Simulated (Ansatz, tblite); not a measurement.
**The cluster Li₁₉+: one state, many levels**

The task here is to estimate one member of a computed series from the others.

Method: as each input shows; program: Ansatz 0.2.0, Gaussian basis.

Levels to be run: GFN1-xTB, GFN2-xTB, PBE/def2-TZVP, r2SCAN/def2-TZVP, HSE06/def2-TZVP, CAM-B3LYP/def2-TZVP, B3LYP/def2-TZVP, PBE/def2-SVP, PBE0/def2-SVP, HF/STO-3G, CCSD(T)/def2-SVP, MP2/def2-TZVP.

2 further runs of the same task are left out: 2 set aside as unsound or not needed.

## The relaxed structure

The geometry is that of the singlet, from an earlier relaxation (PBE/def2-SVP). At that level it is the lowest of the isomers that a small search found.

19 atoms, charge 1, spin multiplicity 1.

Bond lengths: Li1–Li15 2.711 Å, Li2–Li5 2.833 Å, Li2–Li7 3.000 Å, Li2–Li10 3.000 Å, Li3–Li5 2.927 Å, Li3–Li6 3.002 Å, Li3–Li10 2.989 Å, Li3–Li15 2.931 Å, Li4–Li15 2.711 Å, Li5–Li6 2.903 Å, Li5–Li7 2.943 Å, Li5–Li8 2.677 Å, Li5–Li10 2.948 Å, Li5–Li11 2.677 Å, Li5–Li12 2.927 Å, Li5–Li15 2.743 Å, Li5–Li18 2.752 Å, Li6–Li12 3.004 Å and more. Angles: Li5–Li2–Li7 60.5°, Li5–Li2–Li10 60.7°, Li7–Li2–Li10 107.7°, Li5–Li3–Li6 58.6°, Li5–Li3–Li10 59.8°, Li5–Li3–Li15 55.8°, Li6–Li3–Li10 118.0°, Li6–Li3–Li15 61.2°, Li10–Li3–Li15 89.6°, Li2–Li5–Li3 122.4°, Li2–Li5–Li6 162.1°, Li2–Li5–Li7 62.5°, Li2–Li5–Li8 80.6°, Li2–Li5–Li10 62.5°, Li2–Li5–Li11 80.8°, Li2–Li5–Li12 122.5°, Li2–Li5–Li15 133.2°, Li2–Li5–Li18 69.0° and more.

The ion is computed in the gas phase, without counter-ions or solvent.

PBE0/def2-TZVP was run before; its log isn't repeated, and its numbers join the tables.

The first run:

Tight binding, by tblite at 300 K electronic temperature and without a spin-polarisation term:

```python
tblite.interface.Calculator('GFN1-xTB', numbers, positions, charge=1, uhf=0).singlepoint()
```

Tight binding, by tblite at 300 K electronic temperature and without a spin-polarisation term:

```python
tblite.interface.Calculator('GFN2-xTB', numbers, positions, charge=1, uhf=0).singlepoint()
```

start.molden holds the orbitals of an earlier run on this state, given as this run's starting guess.

File in.yaml:

```yaml
crystal:
  periodic: [false, false, false]
  atoms:
    - {symbol: Li, position_ang: [-3.415442, 1.286423, 1.841855]}
    - {symbol: Li, position_ang: [1.745344, -2.422430, -1.928684]}
    - {symbol: Li, position_ang: [-0.182155, 2.241895, -1.985884]}
    - {symbol: Li, position_ang: [-1.715555, 3.692058, 0.359083]}
    - {symbol: Li, position_ang: [-0.404986, -0.632841, -1.485240]}
    - {symbol: Li, position_ang: [-2.855416, 0.883698, -1.838205]}
    - {symbol: Li, position_ang: [-0.230150, -3.001037, 0.253541]}
    - {symbol: Li, position_ang: [-0.042652, -0.238471, -4.107633]}
    - {symbol: Li, position_ang: [4.065096, -0.222791, 0.580451]}
    - {symbol: Li, position_ang: [2.267848, 0.531667, -1.924587]}
    - {symbol: Li, position_ang: [-1.754791, -2.648500, -2.617977]}
    - {symbol: Li, position_ang: [-2.695139, -1.311589, 0.205623]}
    - {symbol: Li, position_ang: [2.185921, 0.353877, 3.077401]}
    - {symbol: Li, position_ang: [-0.654629, -0.885223, 2.636915]}
    - {symbol: Li, position_ang: [-1.032671, 1.076727, 0.566032]}
    - {symbol: Li, position_ang: [2.351360, -2.656830, 2.070859]}
    - {symbol: Li, position_ang: [-0.581500, 2.253223, 2.992605]}
    - {symbol: Li, position_ang: [1.370169, -0.582695, 0.617535]}
    - {symbol: Li, position_ang: [1.579338, 2.282829, 0.686330]}
basis:
  gaussian: {orbitals: def2-TZVP, initial_orbitals: start.molden}
total_charge: 1
hamiltonian: {xc: pbe}
scf: {omitted_lower_state_checks: [starts]}
output: {forces: true, orbitals: {seedname: orbitals}}
```

Command:

```console
> ansatz run in.yaml --threads 4 --pin off --events-out ev --progress --plain --max-ram 4787MiB
```

Among the steps run: PBE/def2-TZVP; r2SCAN/def2-TZVP; HSE06/def2-TZVP; CAM-B3LYP/def2-TZVP; B3LYP/def2-TZVP; PBE/def2-SVP; PBE0/def2-SVP; HF/STO-3G; CCSD(T)/def2-SVP; MP2/def2-TZVP.

One of the session's tables, all rows but one given; the rest of the session is left out.

It belongs to the step «Levels side by side». 

```
              level  HOMO (eV)  LUMO (eV)  gap (eV)
          HF/STO-3G      -6.03      -1.58      4.45
       PBE/def2-SVP      -5.58      -5.00      0.59
      PBE/def2-TZVP      -5.65      -5.06      0.59
   r2SCAN/def2-TZVP      -5.63      -4.94      0.69
    B3LYP/def2-TZVP      -5.87      -4.54      1.33
      PBE0/def2-SVP          ?          ?         ?
     PBE0/def2-TZVP      -6.06      -4.58      1.48
    HSE06/def2-TZVP      -5.76      -4.89      0.86
CAM-B3LYP/def2-TZVP      -6.59      -3.70      2.89
```

**Question.** Estimate the row for PBE0/def2-SVP.

The run gave: HOMO (eV): -5.98; LUMO (eV): -4.50; gap (eV): 1.48. In the column «HOMO (eV)» it lies between HF/STO-3G (-6.03) and B3LYP/def2-TZVP (-5.87).
